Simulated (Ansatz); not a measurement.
# Ti: the cost of one run

Method: DFT r2SCAN, scalar-relativistic, plane waves, PAW, in Ansatz 0.2.0.

4 further runs of the same task are left out: 4 set aside as unsound or not needed.

## Step 1: The system as given

The structure is cubic, space group Fm-3m (No. 225). The conventional cell has a = 4.104 Å, b = 4.104 Å, c = 4.104 Å, α = 90.00°, β = 90.00°, γ = 90.00°. Ag (site symmetry m-3m) is surrounded by 12 Ag at 2.90 Å.

Structure file:

```cif
data_structure
_symmetry_space_group_name_H-M 'Fm-3m'
_symmetry_Int_Tables_number 225
_cell_length_a 4.1042
_cell_length_b 4.1042
_cell_length_c 4.1042
_cell_angle_alpha 90.000
_cell_angle_beta 90.000
_cell_angle_gamma 90.000
_cell_volume 69.13
loop_
_atom_site_label
_atom_site_type_symbol
_atom_site_symmetry_multiplicity
_atom_site_Wyckoff_symbol
_atom_site_fract_x
_atom_site_fract_y
_atom_site_fract_z
_atom_site_occupancy
Ag1 Ag 4 a 0.00000 0.00000 0.00000 1
```

This cell was relaxed beforehand with the same method: volume 17.28 Å³/atom, gap on the mesh none (metal).

## Step 2: The film's bulk: Ti

Relaxed beforehand at this level: -2504.2989 eV/atom, gap on the mesh none (metal).

```
CELL_PARAMETERS angstrom
0.00000 -2.05515 -2.05515
2.05515 0.00000 -2.05515
2.05515 -2.05515 0.00000
ATOMIC_POSITIONS crystal
Ti 0.00000 0.00000 0.00000
```

The bulk reference of Ag, the base, comes from a run made before at the same settings: -7603.9430 eV/atom.

## Step 3: Ti strained to the base's plane

The (111) plane of Ti is fitted to the (111) plane of Ag, a strain of -0.1 % along x and -0.1 % along y; the third vector and the atoms relax.

Input file input.yaml:

```yaml
crystal:
  lattice:
    - [2.902075847, 0.0, 0.0]
    - [-1.4510379235, 2.5132714072, 0.0]
    - [1.4510379235, 0.8377571357, 2.3773513015]
  atoms:
    - { symbol: Ti, position: [0.0, 0.0, 0.0] }
basis:
  ecutwfc: 500
kpoints:
  mp_grid: { grid: [12, 12, 14] }
hamiltonian:
  xc: r2scan
scf:
  occupations: { method: gaussian, width: 0.1 }
output:
  forces: true
  stress: true
  eigenvalues: true
relax:
  adjacent_minimum: "off"
  f_tol: 0.01
  max_steps: 50
  cell: { fix: [a, b, gamma], stress_tol: 0.1 }
```

The run is started by

```console
$ ansatz run input.yaml --threads 2 --pin off --max-ram 5120MiB --backend cpu --events-out ev --progress --plain --runs-dir out
```

What time and memory should one allow on 2 threads of Intel Xeon 6975P-C (Granite Rapids), shared host?

About 9.4 s, with a peak of 0.53 GiB.
